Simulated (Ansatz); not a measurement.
# SiSe (SMILES [Si][Se]) at 6 levels

Aim: a comparison of 6 runs (PBE/STO-3G, SVWN5/STO-3G, UPBE0/STO-3G, MP2/STO-3G, UCCSD(T)/STO-3G, FCI/STO-3G) of SiSe. 

Program for the calculation: Ansatz 0.2.0.

53 further runs of the same task are left out: 13 that didn't finish, 40 set aside as unsound or not needed.

**1. Starting point**

SiSe has 2 atoms, charge 0, and is taken as a singlet. SMILES: `[Si][Se]`. The Se2–Si1 distance was set to 3.093 Å, away from the relaxed value.

Bond lengths: Si1–Se2 3.093 Å.

**2. A single-point energy at PBE/STO-3G (run 1)**

Input file in.yaml:

```yaml
crystal:
  periodic: [false, false, false]
  atoms:
    - {symbol: Si, position_ang: [0.000000, 0.000000, -0.999410]}
    - {symbol: Se, position_ang: [-0.000000, -0.000000, 2.093090]}
basis:
  gaussian:
    orbitals: STO-3G
total_charge: 0
hamiltonian:
  xc: {name: PBE}
accuracy: high
```

Launch:

```console
$ ansatz run in.yaml --threads 1 --pin off --max-ram 3480MiB --events-out events.jsonl --progress --plain --runs-dir runs
```

What it wrote:

```text
Warning: RAYON_NUM_THREADS=1 ignored (pool sized by the plan → 1); use --threads N
Functional definition: PBE
  name "PBE"
  parameter kappa = 0.804
  parameter beta = 0.06672455060314922
  exchange = pbe_x(kappa = kappa, mu = beta*pi^2/3)
  correlation = pbe_c(beta = beta)
344 factors; integrals over basis functions are off by at most 8.0e-9 eV
mean field evaluation 1: about -72372.1244 eV, gradient 2.9e1 eV
mean field evaluation 2: about -72253.1706 eV, gradient 4.0e1 eV
mean field evaluation 4: about -72368.7904 eV, gradient 2.5e1 eV
mean field evaluation 8: about -72388.5312 eV, gradient 9.7e-3 eV
mean field evaluation 16: about -72378.9263 eV, gradient 4.4e1 eV
mean field evaluation 32: about -72378.9263 eV, gradient 4.4e1 eV
mean field evaluation 64: about -72387.7824 eV, gradient 2.0e0 eV
mean field evaluation 96: about -72387.0501 eV, gradient 1.7e1 eV
mean field -72388.50470520 eV, -2660.2284812252 hartree, gradient 1.7e-8 eV, S^2 0.000000; 5 other end points of the search recorded, 0 dependent functions left out
reference -72388.50470688 eV, -2660.2284812869 hartree; 24, 24 occupied and 3, 3 virtual orbitals, 344 factors
Total energy: -72388.50470688 eV, -2660.2284812869 hartree
```

It took 3.3 s on 1 thread of Arm Neoverse V1, shared host; peak memory 0.09 GiB.

**3. A single-point energy at SVWN5/STO-3G (run 2)**

Input file input.yaml:

```yaml
crystal:
  periodic: [false, false, false]
  atoms:
    - {symbol: Si, position_ang: [0.000000, 0.000000, -0.999410]}
    - {symbol: Se, position_ang: [-0.000000, -0.000000, 2.093090]}
basis:
  gaussian:
    orbitals: STO-3G
hamiltonian:
  xc: {name: SVWN5}
accuracy: high
```

Launch:

```console
$ ansatz run input.yaml --threads 1 --pin off --max-ram 3480MiB --events-out events.jsonl --progress --plain --runs-dir runs
```

What it wrote:

```text
Warning: RAYON_NUM_THREADS=1 ignored (pool sized by the plan → 1); use --threads N
Functional definition: SVWN5
  name "SVWN5"
  exchange = slater_x
  correlation = vwn5_c
344 factors; integrals over basis functions are off by at most 8.0e-9 eV
mean field evaluation 1: about -72256.8894 eV, gradient 3.0e1 eV
mean field evaluation 2: about -72137.5609 eV, gradient 4.0e1 eV
mean field evaluation 4: about -72253.4722 eV, gradient 2.5e1 eV
mean field evaluation 8: about -72273.3839 eV, gradient 1.0e-2 eV
mean field evaluation 16: about -72263.7760 eV, gradient 4.4e1 eV
mean field evaluation 32: about -72263.7760 eV, gradient 4.4e1 eV
mean field evaluation 64: about -72272.6008 eV, gradient 2.0e0 eV
mean field evaluation 96: about -72272.5538 eV, gradient 2.6e0 eV
mean field -72273.35936891 eV, -2655.9969681649 hartree, gradient 1.2e-8 eV, S^2 0.000000; 5 other end points of the search recorded, 0 dependent functions left out
reference -72273.35937053 eV, -2655.9969682245 hartree; 24, 24 occupied and 3, 3 virtual orbitals, 344 factors
Total energy: -72273.35937053 eV, -2655.9969682245 hartree
```

Wall time 1.9 s (1 thread of Arm Neoverse V1, shared host).

Runs 3 to 5 aren't shown in full; the table further down has their settings and results.

**4. A single-point energy at FCI/STO-3G (run 6)**

Edit in.yaml of step 2 so:

```diff
@@ -9,4 +9,5 @@
 total_charge: 0
-hamiltonian:
-  xc: {name: PBE}
+correlation:
+  method: fci
+  frozen_orbitals: {Se: 9, Si: 5}
 accuracy: high
```

Launch:

```console
$ ansatz run in.yaml --threads 1 --pin off --max-ram 3480MiB --events-out events.jsonl --progress --plain --runs-dir runs
```

What it wrote, shortened:

```text
Warning: RAYON_NUM_THREADS=1 ignored (pool sized by the plan → 1); use --threads N
Functional definition: HF
  name "HF"
[...]
344 factors; integrals over basis functions are off by at most 8.0e-9 eV
[...]
mean field -72352.71566514 eV, -2658.9132582617 hartree, gradient 4.9e-9 eV, S^2 0.000000; 11 other end points of the search recorded, 0 dependent functions left out; unrestricted orbitals would lower it
[...]
determinant -72352.71566514 eV, -2658.9132582617 hartree, with singles and doubles -72353.89711759 eV, -2658.9566758386 hartree
determinant -72351.45867993 eV, -2658.8670649074 hartree, with singles and doubles -72355.11555578 eV, -2659.0014526161 hartree
determinant -72350.36614921 eV, -2658.8269151440 hartree, with singles and doubles -72351.68980033 eV, -2658.8755584253 hartree
unrestricted determinant -72355.61791027 eV, -2659.0199138030 hartree, S^2 1.6114
14 core orbitals not correlated: weight in the atoms' cores, before any rotation towards them, 1.000 or more for the frozen orbitals, at most 0.000 for the correlated occupied ones
reference -72352.71566514 eV, -2658.9132582617 hartree; 10, 10 occupied and 3, 3 virtual orbitals, 344 factors
state -72356.79515045 eV, -2659.0631765817 hartree
14 core orbitals not correlated: weight in the atoms' cores, before any rotation towards them, 1.000 or more for the frozen orbitals, at most 0.000 for the correlated occupied ones
state -72356.79483828 eV, -2659.0631651098 hartree
Total energy: -72356.79515045 eV, -2659.0631765817 hartree
```

It took 2 s on 1 thread of Arm Neoverse V1, shared host.

**5. The series**

```tsv
run	level	frozen core orbitals	energy (Eh)	wall time
1	PBE/STO-3G	–	-2660.228481	3.3 s
2	SVWN5/STO-3G	–	-2655.996968	1.9 s
3	UPBE0/STO-3G	–	-2660.477331	7.2 s
4	MP2/STO-3G	14	-2658.952882	0.79 s
5	UCCSD(T)/STO-3G	14	-2659.057023	2.7 s
6	FCI/STO-3G	14	-2659.063177	2 s
```

**6. What came out**

| quantity | value |
| --- | --- |
| run 6: total energy | -2659.06318 Eh |
| run 6: correlation energy (14 core orbitals frozen) | -149.9 mEh |

In words: Against full CI in this basis: MP2 +110.3 mEh; UCCSD(T) +6.2 mEh. Totals of different functionals can't be ranked against each other. In run 4 the log says that unrestricted orbitals would lower the reference, so the values rest on an unstable closed-shell determinant (other closed-shell runs at this shape may share the fault). In runs 1, 2, 3, 4, 5, 6 the basis is minimal, so the values are rough. Spin contamination of the reference: run 5 ⟨S²⟩ = 1.61, run 3 ⟨S²⟩ = 1.12. Where it is this large, the reference is a mixture of spin states, and values that rest on it are in doubt. All runs together took 18 s, the longest 7.2 s.
